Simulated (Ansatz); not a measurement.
# CHFGe (quintet): from Hartree-Fock to the top rungs, cc-pVDZ

One table from this session's results is given with a row withheld; the runs are named, their logs left out.

Program: Ansatz 0.2.0, Gaussian basis. Level of theory: cc-pVDZ, core rule «outside noble gas», up to 16 orbitals frozen. These are calculated values, not measurements.

Plan: UHF; CCSD(T) on ROHF; CCSD(T) on UHF; BCCD(T) on ROHF; CISD as a restricted active space (open shells left free, so some higher excitations enter); CCSDT(Q) on ROHF; CCSDT(Q) on UHF.

9 further runs of the same task are left out: 2 for a known fault of the program, 1 that didn't finish, 6 set aside as unsound or not needed. Runs told in other sessions of the task aren't counted.

## The system

The geometry is a PBE0/def2-TZVP stationary point (not a proven minimum) of the parent state, kept for this charge and spin. No spin-orbit coupling is included. The filled d shell of Ge may be among the frozen orbitals whatever the setting's name suggests.

4 atoms, charge 0, spin multiplicity 5.

Atoms are counted from 1 here; the program's logs count them from 0.

Bond lengths: F1–C2 1.297 Å, C2–Ge3 1.952 Å, Ge3–H4 1.585 Å. Angles: F1–C2–Ge3 126.2°, C2–Ge3–H4 90.7°.

The first run:

Input file in.yaml:

```yaml
crystal:
  periodic: [false, false, false]
  atoms:
    - {symbol: F, position_ang: [0.000000, -0.178389, 2.174912]}
    - {symbol: C, position_ang: [0.000000, 0.564387, 1.112124]}
    - {symbol: Ge, position_ang: [0.000000, -0.066466, -0.735166]}
    - {symbol: H, position_ang: [0.000000, 1.427192, -1.264730]}
basis:
  gaussian: {orbitals: cc-pVDZ}
magnetization: {spin_polarized: true, initial_magnetization: 4}
hamiltonian: {xc: hf}
output: {orbitals: {seedname: orbitals}}
```

Run with:

```
$ ansatz run in.yaml --threads 1 --pin off --events-out ev --progress --plain --max-ram 2560MiB --backend cpu
```

Steps of the session up to this table: UHF; CCSD(T) on ROHF; CCSD(T) on UHF; BCCD(T) on ROHF; CISD as a restricted active space (open shells left free, so some higher excitations enter); CCSDT(Q) on ROHF; CCSDT(Q) on UHF.

One of the session's tables, all rows but one given; the rest of the session is left out.

| method | from UCCSDT(Q) (kJ/mol) |
| --- | --- |
| ROHF | +965.2 |
| UHF | +948.1 |
| RMP2 | +104.7 |
| UMP2 | +103.0 |
| RCCSD | +27.8 |
| UCCSD | +26.2 |
| RCCSD(T) | +6.1 |
| UCCSD(T) | +4.7 |
| BCCD(T) | +5.7 |
| RCCSDT | ? |
| UCCSDT | +1.7 |
| RCCSDT(Q) | +1.7 |
| UCCSDT(Q) | 0 |

Q: Estimate the row for RCCSDT from the others.

As computed: from UCCSDT(Q) (kJ/mol): +3.1. In the column «from UCCSDT(Q) (kJ/mol)» it lies between RCCSDT(Q) (+1.7) and UCCSD(T) (+4.7).

Not comparable, so not listed: CISD as a restricted active space (open shells left free, so some higher excitations enter) (they don't share determinant, frozen orbitals or solution with the rows shown, or repeat one).

Limits of these values: Restricted and unrestricted rows rest on different reference determinants; a gap between their highest levels can come from leftover correlation error, from unlike frozen cores or from another state.
